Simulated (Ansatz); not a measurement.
# CH₆Ge₂: small, medium and large basis sets

An exercise on one series of results from a longer session: the logs are not shown, and one member is left open.

Computed with Ansatz 0.2.0, Gaussian basis. Level: one geometry, several basis sets.

Levels to be run: PBE0-D4/def2-SVP; ωB97M-V/def2-SVP; PBE0-D4/def2-QZVPP; ωB97M-V/def2-QZVPP; the functionals' def2-TZVPP values are taken from earlier runs.

### Structure used throughout

An earlier PBE0-D4 in a triple-zeta def2 set relaxation fixed the geometry.

SMILES `[CH2]1[GeH2][GeH2]1`, 9 atoms, charge 0, spin multiplicity 1.

Atoms are counted from 1 here; the program's logs count them from 0.

Bond lengths: C1–Ge2 1.986 Å, C1–Ge3 1.986 Å, C1–H4 1.086 Å, C1–H5 1.086 Å, Ge2–Ge3 2.354 Å, Ge2–H6 1.530 Å, Ge2–H7 1.530 Å, Ge3–H8 1.530 Å, Ge3–H9 1.530 Å. Angles: Ge2–C1–Ge3 72.7°, Ge2–C1–H4 116.6°, Ge2–C1–H5 116.7°, Ge3–C1–H4 116.6°, Ge3–C1–H5 116.7°, H4–C1–H5 112.3°, C1–Ge2–Ge3 53.6°, C1–Ge2–H6 115.8°, C1–Ge2–H7 115.8°, Ge3–Ge2–H6 121.4°, Ge3–Ge2–H7 121.3°, H6–Ge2–H7 114.1°, C1–Ge3–Ge2 53.6°, C1–Ge3–H8 115.8°, C1–Ge3–H9 115.8°, Ge2–Ge3–H8 121.3°, Ge2–Ge3–H9 121.4°, H8–Ge3–H9 114.1°.

Set-up of the first run:

Contents of in.yaml:

```yaml
crystal:
  periodic: [false, false, false]
  atoms:
    - {symbol: C, position_ang: [-0.673439, 0.173492, -0.763818]}
    - {symbol: Ge, position_ang: [1.068710, 0.755379, -0.009058]}
    - {symbol: Ge, position_ang: [-0.312200, -0.958103, 0.827491]}
    - {symbol: H, position_ang: [-1.497616, 0.876444, -0.684627]}
    - {symbol: H, position_ang: [-0.645743, -0.320838, -1.730505]}
    - {symbol: H, position_ang: [1.087843, 2.146436, 0.627286]}
    - {symbol: H, position_ang: [2.301561, 0.440083, -0.858200]}
    - {symbol: H, position_ang: [-0.012076, -2.431055, 0.543479]}
    - {symbol: H, position_ang: [-1.228540, -0.728237, 2.030753]}
basis:
  gaussian: {orbitals: def2-SVP}
hamiltonian: {xc: pbe0, dispersion: d4}
output: {orbitals: {seedname: orbitals}}
```

Among the steps run: PBE0-D4 in def2-SVP; ωB97M-V in def2-SVP; PBE0-D4 in def2-QZVPP; ωB97M-V in def2-QZVPP.

One table of the session follows, with a row left open; its other results are not shown here.

It belongs to the step «Density functionals: the series». 

```
functional       basis  HOMO (eV)  LUMO (eV)
   PBE0-D4    def2-SVP          ?          ?
   PBE0-D4  def2-TZVPP      -6.54      -0.31
   PBE0-D4  def2-QZVPP      -6.55      -0.48
   ωB97M-V    def2-SVP      -8.50       1.67
   ωB97M-V  def2-TZVPP      -8.53       1.43
   ωB97M-V  def2-QZVPP      -8.54       1.06
```

**Question.** Estimate the row for PBE0-D4, def2-SVP.

The run gave: HOMO (eV): -6.53; LUMO (eV): -0.15. In the column «HOMO (eV)» it is the highest.
